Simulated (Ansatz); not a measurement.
# CH6BNO2 (SMILES OBNCO): a chain of runs

Wanted: a series of 14 runs (HF/STO-3G, UHF/STO-3G, HF/3-21G, UHF/3-21G, HF/6-31G*, B3LYP/6-31G*, MP2/6-31G*) of CH6BNO2. 

The results are computed with Ansatz 0.2.0.

### Step 1. Starting point

CH6BNO2 has 11 atoms, charge 0, and is taken as a singlet. As SMILES, `OBNCO`. The coordinates come from a PBE0-D4/def2-TZVP relaxation. This is a higher conformer, about 10 kJ/mol above the lowest found by a separate search. The run starts from this shape.

Bond lengths: O1–B2 1.362 Å, B2–N3 1.416 Å, N3–C4 1.423 Å, C4–O5 1.424 Å, O1–H6 0.965 Å, B2–H7 1.197 Å, N3–H8 1.004 Å, C4–H9 1.100 Å, C4–H10 1.096 Å, O5–H11 0.962 Å. Some angles: O1–B2–N3 121.8°, B2–N3–C4 124.5°, N3–C4–O5 109.1°, O1–B2–H7 118.8°, N3–B2–H7 119.3°, B2–O1–H6 111.4°, B2–N3–H8 119.6°, C4–N3–H8 115.8°, N3–C4–H9 110.6°, N3–C4–H10 109.5°.

### Step 2. A structure relaxation at HF/STO-3G (start density atoms) (run 1)

Input file run.yaml:

```yaml
basis:
  gaussian: {orbitals: STO-3G}
crystal:
  periodic: [false, false, false]
  atoms:
    - {symbol: O, position_ang: [-0.365300, 1.867300, 0.524000]}
    - {symbol: B, position_ang: [-0.151000, 0.776300, 1.310700]}
    - {symbol: N, position_ang: [0.041300, -0.514500, 0.761600]}
    - {symbol: C, position_ang: [-0.074500, -0.827100, -0.621300]}
    - {symbol: O, position_ang: [0.833500, -0.016400, -1.360600]}
    - {symbol: H, position_ang: [-0.145900, 1.684700, -0.397300]}
    - {symbol: H, position_ang: [-0.135500, 0.915900, 2.499600]}
    - {symbol: H, position_ang: [0.344000, -1.265700, 1.354800]}
    - {symbol: H, position_ang: [-1.095800, -0.629000, -0.978300]}
    - {symbol: H, position_ang: [0.142100, -1.890000, -0.774600]}
    - {symbol: H, position_ang: [0.672700, -0.158500, -2.298200]}
hamiltonian: {xc: hf}
relax: {f_tol: 0.002}
output: {orbitals: {seedname: orbitals}}
```

Run with:

```
$ ansatz run run.yaml --threads 1 --pin off --max-ram 3480MiB --events-out events.jsonl --progress --plain --runs-dir runs
```

The log of the run (excerpt; [...] marks lines left out):

```text
Warning: RAYON_NUM_THREADS=1 ignored (pool sized by the plan → 1); use --threads N
[...]
Functional definition: HF
  name "HF"
[...]
479 factors; integrals over basis functions are off by at most 2.5e-5 eV
[...]
mean field -7259.07350724 eV, -266.7660310142 hartree, gradient 8.9e-5 eV, S^2 0.000000; 0 other end points of the search recorded, 0 dependent functions left out
[...]
reference -7259.07350724 eV, -266.7660310142 hartree; 20, 20 occupied and 11, 11 virtual orbitals, 479 factors
relax step   1: F+E_penalty+E_count = -7259.07350724 eV  Δ(F+E_penalty+E_count) = +0.000e0 eV  max|allowed force component| = 1.869e0 eV/Å  Δτ_max = 0.0000 Å  (22 SCF iters, accepted)
[...]
relax step   4: F+E_penalty+E_count = -7259.24565432 eV  Δ(F+E_penalty+E_count) = -1.249e-2 eV  max|allowed force component| = 2.397e-1 eV/Å  Δτ_max = 0.0443 Å  (24 SCF iters, accepted)
[...]
relax step   7: F+E_penalty+E_count = -7259.26579027 eV  Δ(F+E_penalty+E_count) = +8.899e-3 eV  max|allowed force component| = 4.097e-1 eV/Å  Δτ_max = 0.1650 Å  (30 SCF iters, rejected (line search))
[...]
relax step  10: F+E_penalty+E_count = -7259.28766494 eV  Δ(F+E_penalty+E_count) = -7.488e-4 eV  max|allowed force component| = 1.073e-1 eV/Å  Δτ_max = 0.0166 Å  (25 SCF iters, accepted)
[...]
relax step  13: F+E_penalty+E_count = -7259.28790928 eV  Δ(F+E_penalty+E_count) = -1.577e-6 eV  max|allowed force component| = 2.589e-3 eV/Å  Δτ_max = 0.0010 Å  (26 SCF iters, accepted)
[...]
relax step  14: F+E_penalty+E_count = -7259.28790961 eV  Δ(F+E_penalty+E_count) = -3.305e-7 eV  max|allowed force component| = 1.438e-3 eV/Å  Δτ_max = 0.0006 Å  (26 SCF iters, accepted)
479 factors; integrals over basis functions are off by at most 3.2e-5 eV
mean field -7259.28790961 eV, -266.7739101561 hartree, gradient 7.4e-6 eV, S^2 0.000000; 1 other end points of the search recorded, 0 dependent functions left out
[...]
reference -7259.28790961 eV, -266.7739101561 hartree; 20, 20 occupied and 11, 11 virtual orbitals, 479 factors
Total energy: -7259.28790961 eV, -266.7739101561 hartree
Atom 0 at    -0.049707     1.922109     0.541403 Å, force     0.000028    -0.000199    -0.000866 eV/Å
Atom 1 at    -0.095137     0.814466     1.306234 Å, force    -0.000062    -0.000221     0.001438 eV/Å
Atom 2 at    -0.032326    -0.498134     0.785060 Å, force    -0.000056     0.000328    -0.000769 eV/Å
Atom 3 at    -0.033446    -0.879205    -0.631091 Å, force     0.000550    -0.000161     0.000166 eV/Å
Atom 4 at     0.545267     0.205144    -1.373232 Å, force     0.000073     0.000328    -0.000026 eV/Å
Atom 5 at     0.103316     1.663918    -0.394570 Å, force    -0.000028     0.000269    -0.000104 eV/Å
Atom 6 at    -0.191114     0.930136     2.459025 Å, force     0.000030     0.000143     0.000308 eV/Å
Atom 7 at    -0.070855    -1.299508     1.410323 Å, force    -0.000059    -0.000057    -0.000011 eV/Å
Atom 8 at    -1.057793    -1.081102    -0.992972 Å, force    -0.000324    -0.000184    -0.000057 eV/Å
Atom 9 at     0.548993    -1.804478    -0.767972 Å, force    -0.000172    -0.000156    -0.000151 eV/Å
Atom 10 at     0.398402    -0.030347    -2.321808 Å, force     0.000020    -0.000089     0.000071 eV/Å
Dipole moment:    -0.096111    -0.632731    -0.528960 e Å
```

Run time: 14 s. Hardware: 1 thread of Arm Neoverse V2, shared host; peak memory 0.13 GiB.

Steps, from the record of the run:

```tsv
step	energy from the first frame kept (eV)	largest force (eV/Å)
1	0.0000	2.4662
2	-0.1442	0.6614
3	-0.1597	0.3873
4	-0.1721	0.3609
5	-0.1842	0.4156
6	-0.2012	0.4510
7	-0.1923	0.4270
8	-0.2120	0.1524
9	-0.2134	0.1009
10	-0.2142	0.1076
11	-0.2143	0.0274
12	-0.2144	0.0068
13	-0.2144	0.0034
14	-0.2144	0.0015
```

After the run. Bond lengths: O1–B2 1.347 Å, B2–N3 1.414 Å, N3–C4 1.467 Å, C4–O5 1.436 Å, O1–H6 0.983 Å, B2–H7 1.163 Å, N3–H8 1.017 Å, C4–H9 1.105 Å, C4–H10 1.102 Å, O5–H11 0.988 Å. Some angles: O1–B2–N3 123.6°, B2–N3–C4 126.7°, N3–C4–O5 107.6°, O1–B2–H7 119.0°, N3–B2–H7 117.5°, B2–O1–H6 109.3°, B2–N3–H8 120.2°, C4–N3–H8 112.9°, N3–C4–H9 111.4°, N3–C4–H10 109.7°.

### Step 3. Vibrational wavenumbers at HF/STO-3G (start density atoms) (run 2)

Input file job.yaml:

```yaml
crystal:
  periodic: [false, false, false]
  atoms:
    - symbol: O
      position_ang: [-0.049707, 1.922109, 0.541403]
    - symbol: B
      position_ang: [-0.095137, 0.814466, 1.306234]
    - symbol: "N"
      position_ang: [-0.032326, -0.498134, 0.785060]
    - symbol: C
      position_ang: [-0.033446, -0.879205, -0.631091]
    - symbol: O
      position_ang: [0.545267, 0.205144, -1.373232]
    - symbol: H
      position_ang: [0.103316, 1.663918, -0.394570]
    - symbol: H
      position_ang: [-0.191114, 0.930136, 2.459025]
    - symbol: H
      position_ang: [-0.070855, -1.299508, 1.410323]
    - symbol: H
      position_ang: [-1.057793, -1.081102, -0.992972]
    - symbol: H
      position_ang: [0.548993, -1.804478, -0.767972]
    - symbol: H
      position_ang: [0.398402, -0.030347, -2.321808]
basis:
  gaussian:
    orbitals: STO-3G
hamiltonian:
  xc: hf
phonons:
  temperatures: {t_min: 298.15, t_max: 298.15, t_step: 1}
```

Run with:

```
$ ansatz run job.yaml --threads 1 --pin off --max-ram 3480MiB --events-out events.jsonl --progress --plain --runs-dir runs
```

The log of the run (excerpt; [...] marks lines left out):

```text
Warning: RAYON_NUM_THREADS=1 ignored (pool sized by the plan → 1); use --threads N
[... 2 set-up lines as earlier in the session ...]
[...]
480 factors; integrals over basis functions are off by at most 3.1e-5 eV
[...]
mean field -7259.28794318 eV, -266.7739113898 hartree, gradient 1.3e-5 eV, S^2 0.000000; 0 other end points of the search recorded, 0 dependent functions left out
[...]
reference -7259.28794318 eV, -266.7739113898 hartree; 20, 20 occupied and 11, 11 virtual orbitals, 480 factors
[...]
480 factors; integrals over basis functions are off by at most 3.1e-5 eV
[...]
mean field -7259.28792313 eV, -266.7739106530 hartree, gradient 3.0e-6 eV, S^2 0.000000; 0 other end points of the search recorded, 0 dependent functions left out
[...]
reference -7259.28792313 eV, -266.7739106530 hartree; 20, 20 occupied and 11, 11 virtual orbitals, 480 factors
[...]
480 factors; integrals over basis functions are off by at most 3.1e-5 eV
[...]
Atom 3 at    -0.033446    -0.879205    -0.631091 Å, force     0.000497    -0.000177     0.000171 eV/Å
Atom 4 at     0.545267     0.205144    -1.373232 Å, force     0.000073     0.000391     0.000018 eV/Å
Atom 5 at     0.103316     1.663918    -0.394570 Å, force    -0.000033     0.000275    -0.000127 eV/Å
Atom 6 at    -0.191114     0.930136     2.459025 Å, force     0.000024     0.000140     0.000316 eV/Å
Atom 7 at    -0.070855    -1.299508     1.410323 Å, force    -0.000098    -0.000072    -0.000021 eV/Å
Atom 8 at    -1.057793    -1.081102    -0.992972 Å, force    -0.000363    -0.000206    -0.000073 eV/Å
Atom 9 at     0.548993    -1.804478    -0.767972 Å, force    -0.000128    -0.000127    -0.000083 eV/Å
Atom 10 at     0.398402    -0.030347    -2.321808 Å, force     0.000016    -0.000095     0.000063 eV/Å
Dipole moment:    -0.096112    -0.632729    -0.528959 e Å
Vibrations: 100.67 255.57 281.00 351.07 459.58 553.43 790.36 838.37 1024.65 1096.61 1230.45 1239.28 1266.20 1396.03 1445.90 1495.58 1542.05 1667.17 1754.78 1788.26 1849.37 3248.82 3499.80 3611.35 4126.63 4258.82 4284.68 cm⁻¹, zero-point energy 2.817942 eV
```

Run time: 29 s. Hardware: 1 thread of Arm Neoverse V2, shared host; peak memory 0.082 GiB.

Run 3 isn't shown in full; the table further down has it.

### Step 4. The doublet cation: a geometry optimisation at UHF/STO-3G (start density atoms) (run 4)

Input file job.yaml:

```yaml
crystal:
  periodic: [false, false, false]
  atoms:
    - {symbol: O, position_ang: [-0.049707, 1.922109, 0.541403]}
    - {symbol: B, position_ang: [-0.095137, 0.814466, 1.306234]}
    - {symbol: N, position_ang: [-0.032326, -0.498134, 0.785060]}
    - {symbol: C, position_ang: [-0.033446, -0.879205, -0.631091]}
    - {symbol: O, position_ang: [0.545267, 0.205144, -1.373232]}
    - {symbol: H, position_ang: [0.103316, 1.663918, -0.394570]}
    - {symbol: H, position_ang: [-0.191114, 0.930136, 2.459025]}
    - {symbol: H, position_ang: [-0.070855, -1.299508, 1.410323]}
    - {symbol: H, position_ang: [-1.057793, -1.081102, -0.992972]}
    - {symbol: H, position_ang: [0.548993, -1.804478, -0.767972]}
    - {symbol: H, position_ang: [0.398402, -0.030347, -2.321808]}
basis:
  gaussian:
    orbitals: STO-3G
total_charge: 1
magnetization:
  spin_polarized: true
  initial_magnetization: 1
hamiltonian:
  xc: hf
relax: {}
```

Run with:

```
$ ansatz run job.yaml --threads 1 --pin off --max-ram 3480MiB --events-out events.jsonl --progress --plain --runs-dir runs
```

The log of the run (excerpt; [...] marks lines left out):

```text
Warning: RAYON_NUM_THREADS=1 ignored (pool sized by the plan → 1); use --threads N
[...]
[... 2 set-up lines as earlier in the session ...]
[...]
478 factors; integrals over basis functions are off by at most 3.2e-5 eV
[...]
mean field -7252.95942642 eV, -266.5413426883 hartree, gradient 2.3e-5 eV, S^2 0.855079; 0 other end points of the search recorded, 0 dependent functions left out
[...]
reference -7252.95942642 eV, -266.5413426883 hartree; 20, 19 occupied and 11, 12 virtual orbitals, 478 factors
relax step   1: F+E_penalty+E_count = -7252.95942642 eV  Δ(F+E_penalty+E_count) = +0.000e0 eV  max|allowed force component| = 5.652e0 eV/Å  Δτ_max = 0.0000 Å  (118 SCF iters, accepted)
[...]
relax step   5: F+E_penalty+E_count = -7253.65101680 eV  Δ(F+E_penalty+E_count) = +3.935e-3 eV  max|allowed force component| = 6.253e-1 eV/Å  Δτ_max = 0.0679 Å  (41 SCF iters, rejected (line search))
[...]
Atom 1 at    -0.047489     0.942524     1.367583 Å, force     0.002836    -0.000365    -0.000801 eV/Å
Atom 2 at    -0.158219    -0.536545     0.764361 Å, force    -0.001560     0.003774    -0.001963 eV/Å
Atom 3 at    -0.021714    -0.920243    -0.691109 Å, force     0.000750    -0.000553    -0.003879 eV/Å
Atom 4 at     0.226423     0.297598    -1.382594 Å, force    -0.003213    -0.009409    -0.001348 eV/Å
Atom 5 at     0.263863     1.607508    -0.418780 Å, force     0.004620    -0.002135    -0.000293 eV/Å
Atom 6 at    -0.188029     0.987838     2.517142 Å, force     0.000020    -0.000739    -0.001241 eV/Å
Atom 7 at    -0.343826    -1.346301     1.406260 Å, force     0.000777     0.000593     0.000962 eV/Å
Atom 8 at    -0.966748    -1.415089    -0.980148 Å, force     0.004522     0.002855     0.001616 eV/Å
Atom 9 at     0.808462    -1.647189    -0.752811 Å, force    -0.003549     0.003000     0.000569 eV/Å
Atom 10 at     0.312726     0.075825    -2.339262 Å, force     0.000247     0.003970     0.004718 eV/Å
Dipole moment:    -0.116121    -1.005211    -0.128607 e Å
```

Wall time 17 s (1 thread of Arm Neoverse V2, shared host); peak memory 0.12 GiB.

The path in brief:

```tsv
step	energy from the first frame kept (eV)	largest force (eV/Å)
1	0.0000	6.1331
2	-0.4881	4.0554
3	-0.6809	0.8868
4	-0.6955	0.6188
5	-0.6916	0.7237
6	-0.7161	0.2885
7	-0.7198	0.0918
8	-0.5719	1.5426
9	-0.7226	0.0334
10	-0.7226	0.1155
11	-0.7228	0.0415
12	-0.7232	0.0136
13	-0.7231	0.1189
14	-0.7232	0.0292
15	-0.7232	0.0307
16	-0.7233	0.0119
17	-0.7233	0.0100
```

After the run. Bond lengths: O1–B2 1.290 Å, B2–N3 1.601 Å, N3–C4 1.511 Å, C4–O5 1.422 Å, O1–H6 0.995 Å, B2–H7 1.159 Å, N3–H8 1.050 Å, C4–H9 1.105 Å, C4–H10 1.105 Å, O5–H11 0.986 Å. Some angles: O1–B2–N3 116.8°, B2–N3–C4 126.2°, N3–C4–O5 105.5°, O1–B2–H7 129.5°, N3–B2–H7 113.7°, B2–O1–H6 114.7°, B2–N3–H8 119.6°, C4–N3–H8 114.1°, N3–C4–H9 106.8°, N3–C4–H10 106.8°.

Runs 5 to 13 aren't shown in full; the table further down has their settings and results.

### Step 5. The harmonic vibrations at MP2/6-31G(d) (Cartesian functions, start density atoms) (run 14)

Input file job.yaml:

```yaml
crystal:
  periodic: [false, false, false]
  atoms:
    - {symbol: O, position_ang: [-0.352591, 1.863251, 0.495663]}
    - {symbol: B, position_ang: [-0.155105, 0.778009, 1.311575]}
    - {symbol: "N", position_ang: [0.037438, -0.529343, 0.775152]}
    - {symbol: C, position_ang: [-0.082608, -0.832664, -0.616587]}
    - {symbol: O, position_ang: [0.819648, 0.018753, -1.347349]}
    - {symbol: H, position_ang: [-0.083890, 1.631399, -0.413664]}
    - {symbol: H, position_ang: [-0.160994, 0.937256, 2.496081]}
    - {symbol: H, position_ang: [0.353675, -1.280186, 1.371787]}
    - {symbol: H, position_ang: [-1.107544, -0.646201, -0.968696]}
    - {symbol: H, position_ang: [0.156548, -1.888771, -0.786817]}
    - {symbol: H, position_ang: [0.641024, -0.108504, -2.296745]}
basis:
  gaussian: {orbitals: "6-31G*"}
correlation: {method: mp2}
phonons: {temperatures: {t_min: 298.15, t_max: 298.15, t_step: 1}}
```

Run with:

```
$ ansatz run job.yaml --threads 1 --pin off --max-ram 3480MiB --events-out events.jsonl --progress --plain --runs-dir runs
```

The log of the run (excerpt; [...] marks lines left out):

```text
Warning: RAYON_NUM_THREADS=1 ignored (pool sized by the plan → 1); use --threads N
[... 2 set-up lines as earlier in the session ...]
[...]
970 factors; integrals over basis functions are off by at most 4.1e-4 eV
[...]
mean field -7354.86073741 eV, -270.2861467962 hartree, gradient 4.4e-6 eV, S^2 0.000000; 0 other end points of the search recorded, 0 dependent functions left out
5 core orbitals not correlated: weight in the atoms' cores, before any rotation towards them, 1.000 or more for the frozen orbitals, at most 0.000 for the correlated occupied ones
reference -7354.86073741 eV, -270.2861467962 hartree; 15, 15 occupied and 67, 67 virtual orbitals, 970 factors
second order -19.82216279 eV of doubles, -0.00000000 eV of singles
[...]
970 factors; integrals over basis functions are off by at most 4.1e-4 eV
[...]
Atom 4 at     0.819648     0.018753    -1.347349 Å, force     0.000517     0.001117    -0.000039 eV/Å
Atom 5 at    -0.083890     1.631399    -0.413664 Å, force    -0.000422    -0.000566    -0.000601 eV/Å
Atom 6 at    -0.160994     0.937256     2.496081 Å, force     0.000022    -0.000545    -0.000297 eV/Å
Atom 7 at     0.353675    -1.280186     1.371787 Å, force    -0.000675    -0.000027     0.000458 eV/Å
Atom 8 at    -1.107544    -0.646201    -0.968696 Å, force    -0.001133     0.000325    -0.000357 eV/Å
Atom 9 at     0.156548    -1.888771    -0.786817 Å, force     0.000645    -0.000696    -0.000166 eV/Å
Atom 10 at     0.641024    -0.108504    -2.296745 Å, force    -0.000403    -0.000633     0.000804 eV/Å
Dipole moment:    -0.043837    -0.697829    -0.536183 e Å
Vibrations: 117.75 211.47 237.67 378.89 436.47 501.80 677.64 733.45 925.03 935.91 1035.27 1082.22 1124.89 1188.19 1258.23 1285.53 1337.16 1428.79 1492.93 1540.44 1601.32 2721.82 3062.03 3129.18 3682.62 3717.05 3746.62 cm⁻¹, zero-point energy 2.454290 eV
Checks for a lower state left out: cluster_reference
```

Wall time 2.8 min (1 thread of Arm Neoverse V2, shared host); peak memory 0.2 GiB.

### Step 6. The series

```tsv
run	level	task	walk f tol	partner	energy (Eh)	dipole moment (D)	wall time
1	HF/STO-3G (start density atoms)	optimise	0.002	base	-266.773910	3.99	14 s
2	HF/STO-3G (start density atoms)	frequencies	–	base	-266.773911	3.99	29 s
3	UHF/STO-3G (start density atoms)	energy	–	cation	-266.541332	–	0.34 s
4	UHF/STO-3G (start density atoms)	optimise	–	cation	-266.567923	–	17 s
5	HF/3-21G (start density atoms)	optimise	0.002	base	-268.806597	5.22	12 s
6	HF/3-21G (start density atoms)	frequencies	–	base	-268.806597	5.22	29 s
7	UHF/3-21G (start density atoms)	energy	–	cation	-268.492119	–	0.7 s
8	UHF/3-21G (start density atoms)	optimise	–	cation	-268.517703	–	14 s
9	HF/6-31G* (Cartesian functions, start density atoms)	optimise	0.002	base	-270.289416	4.14	20 s
10	HF/6-31G* (Cartesian functions, start density atoms)	frequencies	–	base	-270.289416	4.14	75 s
11	B3LYP/6-31G* (Cartesian functions, start density atoms)	optimise	0.002	base	-271.833846	4.12	44 s
12	B3LYP/6-31G* (Cartesian functions, start density atoms)	frequencies	–	base	-271.833846	4.12	2.4 min
13	MP2/6-31G* (Cartesian functions, start density atoms)	optimise	0.002	base	-271.014598	4.23	36 s
14	MP2/6-31G* (Cartesian functions, start density atoms)	frequencies	–	base	-271.014598	4.23	2.8 min
```

### Step 7. Results

| quantity | value |
| --- | --- |
| run 14, MP2/6-31G*: total energy | -271.01460 Eh |
| run 14, MP2/6-31G*: dipole moment (correlated density) | 4.23 D |
| run 14, MP2/6-31G*: correlation energy (5 core orbitals frozen) | -728.5 mEh |
| run 14, MP2/6-31G*: largest force on an atom | 0.002 eV/Å |
| run 14, MP2/6-31G*: lowest harmonic wavenumber | 118 cm⁻¹ |
| run 14, MP2/6-31G*: highest harmonic wavenumber | 3747 cm⁻¹ |
| run 14, MP2/6-31G*: zero-point energy | 236.8 kJ/mol |
| vertical ionisation energy (to the doublet cation), HF/STO-3G | 6.329 eV |
| vertical ionisation energy (to the doublet cation), HF/3-21G | 8.557 eV |
| adiabatic ionisation energy (to the doublet cation, no zero-point term), HF/STO-3G | 5.605 eV |
| adiabatic ionisation energy (to the doublet cation, no zero-point term), HF/3-21G | 7.861 eV |

In words: At HF/STO-3G: removing an electron at fixed nuclei costs 6.33 eV (146 kcal/mol). In a minimal basis such a difference can be off by several eV, whatever the method. At HF/3-21G: the vertical ionisation energy comes to 8.56 eV (826 kJ/mol). At HF/STO-3G: the adiabatic ionisation energy (to the doublet cation, no zero-point term) is 5.61 eV (541 kJ/mol). At HF/3-21G: the adiabatic ionisation energy (to the doublet cation, no zero-point term) is 7.86 eV (758 kJ/mol). In runs 1, 2, 3, 4 the basis is minimal, so the values are rough. Spin contamination of the reference: run 3 ⟨S²⟩ = 0.86. All runs together took 10 min, the longest 2.8 min.
